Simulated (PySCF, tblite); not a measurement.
# C₅H₇F₅O₂: infrared bands and NMR shifts

What infrared bands and NMR shifts should C₅H₇F₅O₂ (`CC[C@H](OC(F)F)OC(F)(F)F`) show?

Computed with tblite 0.8.0 and PySCF 2.14.0, with density-fitted response routines of our own, on a single molecule in the gas phase. Atoms are numbered from 0 throughout.

**1. The starting structure**

19 atoms, charge 0, multiplicity 1; geometry from: GFN2-xTB.

Bonds of the start (Å): C0–C1 1.52, C1–C2 1.52, C2–O3 1.43, O3–C4 1.34, C4–F5 1.35, C4–F6 1.36, C2–O7 1.42, O7–C8 1.33, C8–F9 1.34, C8–F10 1.34, C8–F11 1.33, C0–H12 1.09, C0–H13 1.09, C0–H14 1.09, C1–H15 1.09, C1–H16 1.09, C2–H17 1.10, C4–H18 1.10.

**2. Vibrational analysis with GFN2-xTB**

What the job is given:

```
{"job": {"kind": "ir", "xc": "GFN2-xTB", "basis": "xTB"}, "charge": 0, "multiplicity": 1}
C      2.096550    -1.039973     0.724957
C      1.023014    -1.101358    -0.353704
C     -0.041963    -0.035357    -0.132132
O     -1.094439    -0.147538    -1.091371
C     -2.262128    -0.639610    -0.660778
F     -2.766020     0.037104     0.395427
F     -2.138199    -1.918756    -0.216697
O      0.572763     1.229389    -0.325285
C     -0.082822     2.295958     0.113409
F     -1.264605     2.505569    -0.476246
F     -0.338291     2.250615     1.432878
F      0.657849     3.374839    -0.101193
H      2.583589    -0.069063     0.715970
H      1.663806    -1.205558     1.708903
H      2.844028    -1.806451     0.543532
H      1.457071    -0.934810    -1.339102
H      0.526993    -2.072787    -0.346875
H     -0.456579    -0.094445     0.884540
H     -2.990421    -0.618517    -1.483695
```

**Question.** This job is followed by: GIAO PBE0/pcSseg-1 NMR shielding, non-relativistic, gas phase. What will the session give for the following? strongest single infrared mode (GFN2-xTB); zero-point energy (GFN2-xTB); 13C shifts against TMS (PBE0/pcSseg-1); 1H shifts against TMS (PBE0/pcSseg-1, means over atoms taken as alike); 17O shifts against H2O (PBE0/pcSseg-1); 19F shifts against CFCl3 (PBE0/pcSseg-1, means over atoms taken as alike).

As calculated:

| quantity | value |
| --- | --- |
| strongest single infrared mode (GFN2-xTB) | 1211 cm⁻¹, 561 km/mol |
| zero-point energy (GFN2-xTB) | 79.3 kcal/mol |
| 13C shifts against TMS (PBE0/pcSseg-1) | 130.5, 121.3, 100.5, 34.0, 11.1 ppm |
| 1H shifts against TMS (PBE0/pcSseg-1, means over atoms taken as alike) | 6.55, 5.91, 2.12, 2.00, 1.15 ppm |
| 17O shifts against H2O (PBE0/pcSseg-1) | 157.7, 152.1 ppm |
| 19F shifts against CFCl3 (PBE0/pcSseg-1, means over atoms taken as alike) | -73.8, -95.2, -106.0 ppm |

**Reading.** No mode is imaginary among the 51: a minimum at this level. The strongest single mode, at 1211 cm⁻¹, moves mainly C8. Unscaled tight-binding wavenumbers are off by several per cent, some by more. Its intensities can rank the bands wrongly. H18 (hydrogen on an sp3 CH bonded to 2 F and O) lies farthest downfield among hydrogen, at 6.55 ppm; its carbon carries F and O, an electronegative neighbour.
